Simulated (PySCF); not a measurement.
# One shape, several levels: C2H8BNO (SMILES C=C[BH-]([NH3+])O)

We compute a comparison of 6 runs (HF/3-21G, B3LYP/6-31G*, BP86/pcseg-1, PBE0/def2-SVP, CCSD/6-31G*, CCSD/pcseg-1) of C2H8BNO. Input form: a Python script.

Program for the calculation: PySCF 2.14.0.

## (1) Starting point

The species is C2H8BNO (13 atoms), meant as a singlet with charge 0. SMILES: `C=C[BH-]([NH3+])O`. The shape is that of a GFN2-xTB optimisation. This is one conformer, not always the lowest.

Bond lengths: C1–C2 1.325 Å, C2–B3 1.599 Å, B3–N4 1.827 Å, B3–O5 1.400 Å, C1–H6 1.081 Å, C1–H7 1.081 Å, C2–H8 1.088 Å, B3–H9 1.187 Å, N4–H10 1.012 Å, N4–H11 1.013 Å, N4–H12 1.011 Å, O5–H13 0.957 Å. Some angles: C1–C2–B3 125.6°, C2–B3–N4 101.4°, C2–B3–O5 118.9°, N4–B3–O5 103.0°, C1–C2–H8 117.0°, B3–C2–H8 117.3°, C2–C1–H6 121.5°, C2–C1–H7 123.5°, C2–B3–H9 116.5°, N4–B3–H9 100.3°.

## (2) Energy and gradient at HF/3-21G (run 1)

The input, input.py:

```python
# C=C[BH-]([NH3+])O
import pyscf.grad
from pyscf import gto

mol = gto.M(
    atom=[
    ('C', (-0.555300, 1.550220, 1.254750)),
    ('C', (-0.802950, 0.460510, 0.543720)),
    ('B', (-0.071270, 0.051960, -0.817980)),
    ('N', (0.423100, -1.669890, -0.458160)),
    ('O', (1.142660, 0.667490, -1.145510)),
    ('H', (0.194200, 2.266170, 0.948050)),
    ('H', (-1.091790, 1.808850, 2.157080)),
    ('H', (-1.592570, -0.195880, 0.903180)),
    ('H', (-0.769170, -0.120870, -1.762690)),
    ('H', (1.045390, -1.919160, -1.216790)),
    ('H', (0.912660, -1.709810, 0.427480)),
    ('H', (-0.390460, -2.270660, -0.445290)),
    ('H', (1.555490, 1.081070, -0.387840)),
],
    verbose=4,
    basis='3-21g',
    max_memory=1860,
)

mf = mol.RHF()
mf.conv_tol = 1e-10
mf.kernel()
if not mf.converged:
    mf = mf.newton().run(mf.mo_coeff, mf.mo_occ)

etot = mf.e_tot
print('E = %.10f Eh' % etot)
grad = mf.Gradients().kernel()
mf.analyze()
```

Run with:

```sh
$ OMP_NUM_THREADS=1 python input.py
```

What it wrote:

```text
PySCF version 2.14.0

[... 83 lines left out ...]
Total Energy =                        -233.131448799451562
[... 7 lines left out ...]
MO #1   energy= -20.3988648149381  occ= 2
[... 5 lines left out ...]
MO #7   energy= -1.21894943214371  occ= 2
[... 5 lines left out ...]
MO #13  energy= -0.623383147477732 occ= 2
[... 5 lines left out ...]
MO #19  energy= -0.398624693369921 occ= 2
[... 5 lines left out ...]
MO #25  energy= 0.312547774171627  occ= 0
[... 5 lines left out ...]
MO #31  energy= 0.496733794045916  occ= 0
[... 5 lines left out ...]
MO #37  energy= 0.967173028985481  occ= 0
[... 5 lines left out ...]
MO #43  energy= 1.24218035119934   occ= 0
[... 5 lines left out ...]
MO #49  energy= 1.42756123288223   occ= 0
[... 5 lines left out ...]
MO #55  energy= 1.83460288628207   occ= 0
[... 5 lines left out ...]
MO #61  energy= 3.5765209337328    occ= 0
[... 38 lines left out ...]
pop of  4 O 1s            1.99979
pop of  4 O 2s            1.58187
pop of  4 O 3s            0.00180
pop of  4 O 2px           1.59662
pop of  4 O 2py           1.73641
pop of  4 O 2pz           1.63440
pop of  4 O 3px           0.00169
pop of  4 O 3py           0.00205
pop of  4 O 3pz           0.00261
pop of  5 H 1s            0.91420
pop of  5 H 2s            0.00954
pop of  6 H 1s            0.90349
pop of  6 H 2s            0.00989
pop of  7 H 1s            0.91962
pop of  7 H 2s            0.00846
pop of  8 H 1s            1.06912
pop of  8 H 2s            0.00319
pop of  9 H 1s            0.74487
pop of  9 H 2s            0.01275
pop of  10 H 1s           0.75891
pop of  10 H 2s           0.01216
pop of  11 H 1s           0.75515
pop of  11 H 2s           0.01193
pop of  12 H 1s           0.71062
pop of  12 H 2s           0.01052
 ** Mulliken atomic charges  **
charge of    0C =     -0.22570
charge of    1C =     -0.20187
charge of    2B =      0.20276
charge of    3N =     -0.36354
charge of    4O =     -0.55723
charge of    5H =      0.07626
charge of    6H =      0.08662
charge of    7H =      0.07192
charge of    8H =     -0.07231
charge of    9H =      0.24237
charge of   10H =      0.22894
charge of   11H =      0.23292
charge of   12H =      0.27886
Dipole moment(X, Y, Z, Debye):  1.31361, -4.49778,  2.39764
```

Wall time 3.3 s (1 thread of Intel Xeon at 2.70GHz, shared host); peak memory 0.13 GiB.

## (3) Energy and gradient at B3LYP/6-31G(d) (Cartesian functions) (run 2)

The input, start.xyz:

```xyz
13

C     -0.555300     1.550220     1.254750
C     -0.802950     0.460510     0.543720
B     -0.071270     0.051960    -0.817980
N      0.423100    -1.669890    -0.458160
O      1.142660     0.667490    -1.145510
H      0.194200     2.266170     0.948050
H     -1.091790     1.808850     2.157080
H     -1.592570    -0.195880     0.903180
H     -0.769170    -0.120870    -1.762690
H      1.045390    -1.919160    -1.216790
H      0.912660    -1.709810     0.427480
H     -0.390460    -2.270660    -0.445290
H      1.555490     1.081070    -0.387840
```

The input, calc.py:

```python
# C=C[BH-]([NH3+])O
from pyscf import gto, dft

mol = gto.Mole()
mol.atom = 'start.xyz'
mol.cart = True
mol.verbose = 4
mol.charge = 0
mol.basis = '6-31g*'
mol.max_memory = 1860
mol.spin = 0
mol.build()

mf = dft.RKS(mol)
mf.xc = 'b3lyp'
mf.grids.level = 5
mf.conv_tol = 1e-10
mf.kernel()
if not mf.converged:
    mf = mf.newton().run(mf.mo_coeff, mf.mo_occ)

etot = mf.e_tot
print(f'total energy: {etot:.8f} hartree')
grad = mf.nuc_grad_method().kernel()
dip = mf.dip_moment()
pop, q = mf.mulliken_pop()
```

Run with:

```sh
$ OMP_NUM_THREADS=1 python calc.py
```

What it wrote:

```text
PySCF version 2.14.0

[... 84 lines left out ...]
converged SCF energy = -235.875319828993
total energy: -235.87531983 hartree
[... 12 lines left out ...]
Dipole moment(X, Y, Z, Debye):  1.28888, -4.20063,  1.91953
[... 66 lines left out ...]
pop of  4  O 2pz          0.96543
pop of  4  O 3px          0.55479
pop of  4  O 3py          0.67382
pop of  4  O 3pz          0.58840
pop of  4  O 3dxx         0.00362
pop of  4  O 3dxy         0.00145
pop of  4  O 3dxz         0.00693
pop of  4  O 3dyy        -0.00089
pop of  4  O 3dyz         0.00544
pop of  4  O 3dzz         0.00869
pop of  5  H 1s           0.53562
pop of  5  H 2s           0.34894
pop of  6  H 1s           0.53393
pop of  6  H 2s           0.34356
pop of  7  H 1s           0.53746
pop of  7  H 2s           0.38183
pop of  8  H 1s           0.53318
pop of  8  H 2s           0.57957
pop of  9  H 1s           0.49578
pop of  9  H 2s           0.14273
pop of  10  H 1s          0.49923
pop of  10  H 2s          0.15226
pop of  11  H 1s          0.50056
pop of  11  H 2s          0.14819
pop of  12  H 1s          0.48655
pop of  12  H 2s          0.14108
 ** Mulliken atomic charges  **
charge of    0C =     -0.37080
charge of    1C =     -0.14935
charge of    2B =      0.34455
charge of    3N =     -0.84874
charge of    4O =     -0.61518
charge of    5H =      0.11544
charge of    6H =      0.12251
charge of    7H =      0.08071
charge of    8H =     -0.11275
charge of    9H =      0.36149
charge of   10H =      0.34851
charge of   11H =      0.35125
charge of   12H =      0.37237
```

Run time: 44 s. Hardware: 1 thread of Intel Xeon at 2.70GHz, shared host; peak memory 0.93 GiB.

Runs 3 to 4 aren't shown in full; the table further down has their settings and results.

## (4) The energy at CCSD/6-31G(d) (spherical functions) (run 5)

The input, calc.py:

```python
# C=C[BH-]([NH3+])O
from pyscf import gto, scf, cc

mol = gto.Mole()
mol.atom = '''
C     -0.555300     1.550220     1.254750
C     -0.802950     0.460510     0.543720
B     -0.071270     0.051960    -0.817980
N      0.423100    -1.669890    -0.458160
O      1.142660     0.667490    -1.145510
H      0.194200     2.266170     0.948050
H     -1.091790     1.808850     2.157080
H     -1.592570    -0.195880     0.903180
H     -0.769170    -0.120870    -1.762690
H      1.045390    -1.919160    -1.216790
H      0.912660    -1.709810     0.427480
H     -0.390460    -2.270660    -0.445290
H      1.555490     1.081070    -0.387840
'''
mol.charge = 0
mol.max_memory = 1860
mol.spin = 0
mol.verbose = 4
mol.basis = '6-31g*'
mol.build()

hf = scf.RHF(mol)
hf.conv_tol = 1e-10
hf.kernel()
if not hf.converged:
    hf = hf.newton().run(hf.mo_coeff, hf.mo_occ)

mycc = cc.CCSD(hf, frozen=5)
mycc.kernel()
e_tot = mycc.e_tot
print('E(%s) = %.9f' % ('CCSD', e_tot))
dip = hf.dip_moment()
pop, q = hf.mulliken_pop()
```

Run with:

```sh
$ OMP_NUM_THREADS=1 python calc.py
```

What it wrote:

```text
PySCF version 2.14.0

[... 71 lines left out ...]
converged SCF energy = -234.402747054202
[... 12 lines left out ...]
Init t2, MP2 energy = -235.081675800051  E_corr(MP2) -0.678928745849423
[... 12 lines left out ...]
CCSD converged
[... 2 lines left out ...]
Dipole moment(X, Y, Z, Debye):  1.16884, -4.18345,  2.12734
[... 61 lines left out ...]
pop of  4 O 2py           1.01639
pop of  4 O 2pz           0.94951
pop of  4 O 3px           0.61854
pop of  4 O 3py           0.73390
pop of  4 O 3pz           0.66655
pop of  4 O 3dxy          0.00181
pop of  4 O 3dyz          0.00618
pop of  4 O 3dz^2         0.00602
pop of  4 O 3dxz          0.00748
pop of  4 O 3dx2-y2       0.00138
pop of  5 H 1s            0.53179
pop of  5 H 2s            0.31752
pop of  6 H 1s            0.52934
pop of  6 H 2s            0.30813
pop of  7 H 1s            0.53093
pop of  7 H 2s            0.33477
pop of  8 H 1s            0.53280
pop of  8 H 2s            0.59475
pop of  9 H 1s            0.48508
pop of  9 H 2s            0.10445
pop of  10 H 1s           0.48894
pop of  10 H 2s           0.11491
pop of  11 H 1s           0.49063
pop of  11 H 2s           0.11135
pop of  12 H 1s           0.46750
pop of  12 H 2s           0.10238
 ** Mulliken atomic charges  **
charge of    0C =     -0.41794
charge of    1C =     -0.33075
charge of    2B =      0.66173
charge of    3N =     -1.05356
charge of    4O =     -0.81420
charge of    5H =      0.15068
charge of    6H =      0.16252
charge of    7H =      0.13431
charge of    8H =     -0.12755
charge of    9H =      0.41047
charge of   10H =      0.39614
charge of   11H =      0.39802
charge of   12H =      0.43012
```

It took 20 s on 1 thread of Intel Xeon at 2.70GHz, shared host; peak memory 0.48 GiB.

## (5) A single-point energy at CCSD/pcseg-1 (run 6)

The input, geometry.xyz:

```xyz
13

C     -0.555300     1.550220     1.254750
C     -0.802950     0.460510     0.543720
B     -0.071270     0.051960    -0.817980
N      0.423100    -1.669890    -0.458160
O      1.142660     0.667490    -1.145510
H      0.194200     2.266170     0.948050
H     -1.091790     1.808850     2.157080
H     -1.592570    -0.195880     0.903180
H     -0.769170    -0.120870    -1.762690
H      1.045390    -1.919160    -1.216790
H      0.912660    -1.709810     0.427480
H     -0.390460    -2.270660    -0.445290
H      1.555490     1.081070    -0.387840
```

The input, job.py:

```python
# C=C[BH-]([NH3+])O
from pyscf import gto, scf, cc

molecule = gto.M(
    atom='geometry.xyz',
    basis='pcseg-1',
    charge=0,
    max_memory=1860,
    verbose=3,
)

hf = scf.RHF(molecule)
hf.conv_tol = 1e-10
hf.kernel()
if not hf.converged:
    hf = hf.newton().run(hf.mo_coeff, hf.mo_occ)

mycc = cc.CCSD(hf, frozen=5)
mycc.kernel()
e_tot = mycc.e_tot
print('Final energy', e_tot)
hf.analyze()
```

Run with:

```sh
$ OMP_NUM_THREADS=1 python job.py
```

What it wrote:

```text
converged SCF energy = -234.358854157299
[... 1 line left out ...]
Final energy -235.14040522173156
[... 10 lines left out ...]
MO #10  energy= -0.726093119125784 occ= 2
[... 9 lines left out ...]
MO #20  energy= -0.351555508123441 occ= 2
[... 9 lines left out ...]
MO #30  energy= 0.317008836916353  occ= 0
[... 9 lines left out ...]
MO #40  energy= 0.745408533523139  occ= 0
[... 9 lines left out ...]
MO #50  energy= 0.966777088367967  occ= 0
[... 9 lines left out ...]
MO #60  energy= 1.54779021100835   occ= 0
[... 9 lines left out ...]
MO #70  energy= 2.04177990157011   occ= 0
[... 9 lines left out ...]
MO #80  energy= 2.385823014116     occ= 0
[... 9 lines left out ...]
MO #90  energy= 2.81994273882435   occ= 0
[... 9 lines left out ...]
MO #100 energy= 3.24627044983634   occ= 0
[... 9 lines left out ...]
MO #110 energy= 4.00252812807094   occ= 0
[... 14 lines left out ...]
Dipole moment(X, Y, Z, Debye):  1.08513, -4.14561,  2.10075
```

Wall time 53 s (1 thread of Intel Xeon at 2.70GHz, shared host); peak memory 0.96 GiB.

## (6) All runs side by side

| run | level | Cartesian functions | integration grid | energy (Eh) | dipole moment (D) of the reference | HOMO energy (eV) | LUMO energy (eV) | wall time |
| --- | --- | --- | --- | --- | --- | --- | --- | --- |
| 1 | HF/3-21G | no | – | -233.131449 | 5.26 | -9.43 | 5.09 | 3.3 s |
| 2 | B3LYP/6-31G* (Cartesian functions) | yes | 5 | -235.875320 | 4.79 | -6.46 | 0.71 | 44 s |
| 3 | BP86/pcseg-1 | no | 5 | -235.835415 | 4.75 | -5.97 | -0.67 | 70 s |
| 4 | PBE0/def2-SVP | no | 5 | -235.428516 | 4.85 | -6.94 | 0.56 | 58 s |
| 5 | CCSD/6-31G* (spherical functions) | no | – | -235.131558 | 4.84 | -9.36 | 4.69 | 20 s |
| 6 | CCSD/pcseg-1 | no | – | -235.140405 | 4.77 | -9.57 | 3.39 | 53 s |

## (7) Results

```
                                          quantity          value
                               run 6: total energy  -235.14041 Eh
       run 6: dipole moment (Hartree–Fock density)         4.77 D
        run 6: HOMO energy (Hartree–Fock orbitals)       -9.57 eV
        run 6: LUMO energy (Hartree–Fock orbitals)        3.39 eV
      run 6: HOMO–LUMO gap (Hartree–Fock orbitals)       12.96 eV
run 6: correlation energy (5 core orbitals frozen)     -781.6 mEh
                              run 6: T1 diagnostic          0.011
```

Over runs 1, 2, 3, 4 the dipole moment (its size) runs from 4.75 D (BP86/pcseg-1) to 5.26 D (HF/3-21G). The two ends differ in method and basis. Over runs 1, 2, 3, 4 the HOMO–LUMO gap runs from 5.30 eV (BP86/pcseg-1) to 14.51 eV (HF/3-21G). Totals of different functionals can't be ranked against each other. All runs together took 4.1 min, the longest 70 s.
